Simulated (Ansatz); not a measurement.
# SnO: the cost of one run

Method: DFT PBEsol+D3(BJ), scalar-relativistic, plane waves, PAW, in Ansatz 0.2.0.

### 1 The structure to begin with

Symmetry: P4/nmm, No. 129, tetragonal system. Conventional cell: a = 3.802 Å, b = 3.802 Å, c = 4.836 Å, α = 90.00°, β = 90.00°, γ = 90.00°. Sn (site symmetry 4mm) has 4 O at 2.22 Å in its first shell of neighbours. O (site symmetry -4m2) is surrounded by 4 Sn at 2.22 Å.

As a file:

```cif
data_structure
_symmetry_space_group_name_H-M 'P4/nmm:1'
_symmetry_Int_Tables_number 129
_cell_length_a 3.8020
_cell_length_b 3.8020
_cell_length_c 4.8360
_cell_angle_alpha 90.000
_cell_angle_beta 90.000
_cell_angle_gamma 90.000
_cell_volume 69.91
loop_
_atom_site_label
_atom_site_type_symbol
_atom_site_symmetry_multiplicity
_atom_site_Wyckoff_symbol
_atom_site_fract_x
_atom_site_fract_y
_atom_site_fract_z
_atom_site_occupancy
Sn1 Sn 2 c 0.00000 0.50000 0.23850 1
O1 O 2 a 0.00000 0.00000 0.00000 1
```

The cell is taken as given, not relaxed at this level.

### 2 Zero of energy

Reference values: F = -13022.2827 eV; pressure -2.10 GPa; largest force 0.065 eV/Å; gap on the mesh none (metal). It was computed beforehand with the settings of the runs below.

### 3 Setting up a two-dimensional strain map

The cell is strained by p along both x and y and by q along z, with fractional coordinates fixed.

### 4 At p = -0.050, q = -0.050

Input file input.yaml:

```yaml
crystal:
  lattice:
    - [3.6119, 0.0, 0.0]
    - [0.0, 3.6119, 0.0]
    - [0.0, 0.0, 4.5942]
  atoms:
    - { symbol: Sn, position: [0.0, 0.5, 0.2385] }
    - { symbol: Sn, position: [0.5, 0.0, 0.7615] }
    - { symbol: O, position: [0.0, 0.0, 0.0] }
    - { symbol: O, position: [0.5, 0.5, 0.0] }
basis:
  ecutwfc: 420
kpoints:
  mp_grid: { grid: [12, 12, 10] }
hamiltonian:
  xc: pbesol
  dispersion: d3bj
scf:
  occupations: { method: gaussian, width: 0.15 }
output:
  forces: true
  stress: true
  eigenvalues: true
```

The run is started by

```sh
> ansatz run input.yaml --threads 1 --pin off --max-ram 2560MiB --backend cpu --events-out ev --progress --plain --runs-dir out
```

Q: Estimate wall time and peak memory on 1 thread of Intel Xeon 6975P-C (Granite Rapids), shared host.

About 6.1 s, with a peak of 0.5 GiB.
